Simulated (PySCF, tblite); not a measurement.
# C7H11B: geometry, infrared bands and NMR shifts

Wanted: the infrared bands and NMR shifts of C7H11B (`BC1(CC)C=CC=C1`), by calculation.

Programs: tblite 0.8.0 and PySCF 2.14.0, with density-fitted response routines of our own. Each step states its level of theory. These are calculated values for one molecule in the gas phase, unless marked as measured. Atoms are numbered from 0 throughout.

### Step 1. Starting geometry

19 atoms, charge 0, multiplicity 1; geometry from: force field or distance geometry start.

Bonds of the start (Å): B0–C1 1.60, C1–C2 1.56, C2–C3 1.54, C1–C4 1.48, C4–C5 1.32, C5–C6 1.45, C6–C7 1.33, C7–C1 1.51, B0–H8 1.18, B0–H9 1.18, C2–H10 1.10, C2–H11 1.11, C3–H12 1.11, C3–H13 1.10, C3–H14 1.12, C4–H15 1.08, C5–H16 1.08, C6–H17 1.08, C7–H18 1.08.

### Step 2. Relaxing the molecule with GFN2-xTB

The job: settings as JSON, then the geometry in Å.

```
{"job": {"kind": "relax", "xc": "GFN2-xTB", "basis": "xTB"}, "charge": 0, "multiplicity": 1}
B     -0.872400    -1.970000    -0.554200
C     -0.270600    -0.539400    -0.164200
C      1.290500    -0.599700    -0.148500
C      1.951700     0.738400     0.212600
C     -0.804000     0.516600    -1.061300
C     -1.529200     1.394000    -0.389800
C     -1.538800     1.012200     1.008600
C     -0.821200    -0.092000     1.167900
H     -0.854800    -2.839000     0.248900
H     -0.842700    -2.304300    -1.681200
H      1.621000    -1.373300     0.567400
H      1.639200    -0.898100    -1.159300
H      3.050200     0.605900     0.208500
H      1.683300     1.526400    -0.505100
H      1.656600     1.054500     1.246700
H     -0.629900     0.577100    -2.123400
H     -2.016500     2.261300    -0.809600
H     -2.047700     1.530000     1.809900
H     -0.674500    -0.591400     2.118800
```

On the command line:

```sh
$ OMP_NUM_THREADS=1 python probes_run.py task.json out
```

The driver reads the jobs from task.json and runs them one after another.

**Question.** This job is followed by: GFN2-xTB harmonic vibrations, gas phase; GIAO PBE0/pcSseg-1 NMR shielding, non-relativistic, gas phase. Predict these results of the whole session: strongest single infrared mode (GFN2-xTB); zero-point energy (GFN2-xTB); 13C shifts against TMS (PBE0/pcSseg-1, means over atoms taken as alike); 1H shifts against TMS (PBE0/pcSseg-1, means over atoms taken as alike); 11B shifts against BF3·OEt2 (PBE0/pcSseg-1); surface potential, 1st and 99th percentile.

As calculated:

| quantity | value |
| --- | --- |
| strongest single infrared mode (GFN2-xTB) | 812 cm⁻¹, 130 km/mol |
| zero-point energy (GFN2-xTB) | 98.2 kcal/mol |
| 13C shifts against TMS (PBE0/pcSseg-1, means over atoms taken as alike) | 150.9, 136.6, 73.8, 19.0, 8.2 ppm |
| 1H shifts against TMS (PBE0/pcSseg-1, means over atoms taken as alike) | 7.59, 6.84, 6.60, 1.67, 0.87 ppm |
| 11B shifts against BF3·OEt2 (PBE0/pcSseg-1) | 80.4 ppm |
| surface potential, 1st and 99th percentile | -0.70 V and 1.14 V |

Over 28 steps the energy fell by 0.222 eV; of the close pairs, C3–H14 changed most, 1.121 to 1.087 Å. The lowest mode is slightly imaginary (10i cm⁻¹), a soft motion within the noise of the Hessian, so the minimum is not strictly shown. The strongest single mode, at 812 cm⁻¹, is spread over several atoms, H8, H9, B0 among them. Unscaled tight-binding wavenumbers are off by several per cent, some by more. Its intensities can rank the bands wrongly. By nearest atom (PBE0/pcSseg-1), the HOMO sits on C4, C7 about 27 % each; C5, C6 about 14 % each and the LUMO on B0 47 %; H8, H9 about 13 % each.
